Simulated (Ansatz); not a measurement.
# SiH3SNO (SMILES N[SiH]1OS1): one structure at several levels

The atoms stand at a structure displaced at random from a GFN2-xTB minimum. How far do the functionals agree with CCSD(T) there?

Method: single points in def2-TZVPP; program: Ansatz 0.2.0, Gaussian basis.

Correlated methods freeze the cores.

### 1 Starting geometry

SMILES `N[SiH]1OS1`, 7 atoms, charge 0, spin multiplicity 1.

Atoms are counted from 1 here; the program's logs count them from 0.

Bond lengths: N1–Si2 1.794 Å, N1–H5 0.970 Å, N1–H6 0.856 Å, Si2–O3 1.715 Å, Si2–S4 2.079 Å, Si2–H7 1.370 Å, O3–S4 1.738 Å. Angles: Si2–N1–H5 105.8°, Si2–N1–H6 122.6°, H5–N1–H6 112.6°, N1–Si2–O3 112.7°, N1–Si2–S4 118.7°, N1–Si2–H7 117.6°, O3–Si2–S4 53.5°, O3–Si2–H7 122.1°, S4–Si2–H7 116.8°, Si2–O3–S4 74.1°, Si2–S4–O3 52.5°.

Geometry (Å):

```xyz
7

N    -0.2445    1.1708   -0.3548
Si   -0.3267   -0.6006   -0.0864
O     0.1169   -1.0503    1.5078
S     1.4025   -1.6073    0.4793
H     0.4558    1.4945    0.2333
H    -0.2043    1.5178   -1.1368
H    -1.2434   -1.3111   -0.8147
```

### 2 CCSD(T)/def2-TZVPP

Contents of run/in.yaml:

```yaml
crystal:
  periodic: [false, false, false]
  atoms:
    - {symbol: N, position_ang: [-0.244500, 1.170800, -0.354800]}
    - {symbol: Si, position_ang: [-0.326700, -0.600600, -0.086400]}
    - {symbol: O, position_ang: [0.116900, -1.050300, 1.507800]}
    - {symbol: S, position_ang: [1.402500, -1.607300, 0.479300]}
    - {symbol: H, position_ang: [0.455800, 1.494500, 0.233300]}
    - {symbol: H, position_ang: [-0.204300, 1.517800, -1.136800]}
    - {symbol: H, position_ang: [-1.243400, -1.311100, -0.814700]}
basis:
  gaussian: {orbitals: def2-TZVPP}
correlation: {method: ccsd_t}
output: {forces: true}
```

The run is started by

```console
$ ansatz run in.yaml --threads 8 --pin off --events-out ev --progress --plain --max-ram 10444MiB
```

### 3 PBE0-D4/def2-TZVPP

Changes to run/in.yaml since step 2:

```diff
@@ -12,3 +12,3 @@
   gaussian: {orbitals: def2-TZVPP}
-correlation: {method: ccsd_t}
-output: {forces: true}
+hamiltonian: {xc: pbe0, dispersion: d4}
+output: {forces: true, orbitals: {seedname: orbitals}}
```

### 4 wB97M-V/def2-TZVPP

Changes to run/in.yaml since step 3:

```diff
@@ -12,3 +12,3 @@
   gaussian: {orbitals: def2-TZVPP}
-hamiltonian: {xc: pbe0, dispersion: d4}
-output: {forces: true, orbitals: {seedname: orbitals}}
+hamiltonian: {xc: {name: wB97M-V}}
+output: {forces: true}
```

### 5 r2SCAN-D4/def2-TZVPP

Changes to run/in.yaml since step 4:

```diff
@@ -12,3 +12,3 @@
   gaussian: {orbitals: def2-TZVPP}
-hamiltonian: {xc: {name: wB97M-V}}
+hamiltonian: {xc: r2scan, dispersion: d4}
 output: {forces: true}
```

### 6 PBE-D4/def2-TZVPP

Changes to run/in.yaml since step 5:

```diff
@@ -12,3 +12,3 @@
   gaussian: {orbitals: def2-TZVPP}
-hamiltonian: {xc: r2scan, dispersion: d4}
+hamiltonian: {xc: pbe, dispersion: d4}
 output: {forces: true}
```

### 7 BLYP-D4/def2-TZVPP

Changes to run/in.yaml since step 6:

```diff
@@ -12,3 +12,3 @@
   gaussian: {orbitals: def2-TZVPP}
-hamiltonian: {xc: pbe, dispersion: d4}
+hamiltonian: {xc: {name: BLYP}, dispersion: d4}
 output: {forces: true}
```

### 8 wB97X-V/def2-TZVPP

Changes to run/in.yaml since step 7:

```diff
@@ -12,3 +12,3 @@
   gaussian: {orbitals: def2-TZVPP}
-hamiltonian: {xc: {name: BLYP}, dispersion: d4}
+hamiltonian: {xc: {name: wB97X-V}}
 output: {forces: true}
```

(Steps that only read results are left out.)

Q: Predict the outcome of this session. Wanted: energy less free atoms, CCSD(T)/def2-TZVPP; RMS force component; RMS force error; HOMO and LUMO, PBE0-D4; T1 diagnostic.

The runs gave:

```
                                  quantity                                                                                           value
energy less free atoms, CCSD(T)/def2-TZVPP                                                                                  -2150.9 kJ/mol
                       RMS force component                                                            3.927 to 3.989 eV/Å over the methods
                           RMS force error  PBE0-D4 0.205, wB97M-V 0.170, r2SCAN-D4 0.084, PBE-D4 0.180, BLYP-D4 0.269, wB97X-V 0.218 eV/Å
                    HOMO and LUMO, PBE0-D4                                                                              -6.27 and -1.10 eV
                             T1 diagnostic                                                                                           0.015
```

**Reading.** Against CCSD(T) the functionals' energies less atoms differ by -162.2 to -79.9 kJ/mol, PBE-D4 by -162.2 kJ/mol. A larger basis would deepen the CCSD(T) value, while the functionals are nearly converged already, so the order here is not reliable. For forces r2SCAN-D4 does best and BLYP-D4 worst.
